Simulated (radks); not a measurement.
# The Coulomb parameter U of the 3d shell of Fe⁺

One table from this session's results is given with a row withheld; the runs are named, their logs left out.

Method: scalar-relativistic Kohn-Sham, LDA (Slater exchange, Perdew-Wang correlation), spin-unpolarised, spherical densities, finite nucleus. Code: radks (a radial shooting solver on a logarithmic mesh, Libxc functionals) version 1.

### Starting point

- element: iron (Z = 26)
- charge: +1
- electrons: 25
- configuration: [Ar] 3d5 4s1 4p1
- nuclear rms radius: 3.7377 fm

Outer shells as boxes (Hund's rule):

Fe⁺
```
[Ar] core
3d [↑ ][↑ ][↑ ][↑ ][↑ ]
4s [↑ ]
4p [↑ ][  ][  ]
```

Set-up of the first run:

Input:

```text
Z 26
configuration [Ar] 3d5 4s1 4p1
relativity scalar-relativistic
functional lda,pw
spin unpolarised
nucleus finite rms 3.7377 fm
c 137.035999084
```

Among the steps run: Start: [Ar] 3d5 4s1 4p1.

One table of the session follows, with a row left open; its other results are not shown here.

It belongs to the step «Start: [Ar] 3d5 4s1 4p1». Sizes of the orbitals, from the radial functions (bohr):

| level | <r> | outermost maximum (interpolated) | 90 % within | nodes |
| --- | --- | --- | --- | --- |
| 1s | 0.05856 | 0.0383 | 0.105 | 0 |
| 2s | ? | ? | ? | ? |
| 2p | 0.2358 | 0.180 | 0.387 | 0 |
| 3s | 0.8066 | 0.699 | 1.21 | 2 |
| 3p | 0.8480 | 0.710 | 1.31 | 1 |
| 3d | 1.023 | 0.693 | 1.74 | 0 |
| 4s | 2.523 | 2.16 | 3.74 | 3 |
| 4p | 3.097 | 2.61 | 4.65 | 2 |

Q: Estimate the row for 2s from the others.

The run gave: <r>: 0.2676; outermost maximum (interpolated): 0.223; 90 % within: 0.415; nodes: 1. In the column «<r>» it lies between 2p (0.2358) and 3s (0.8066).
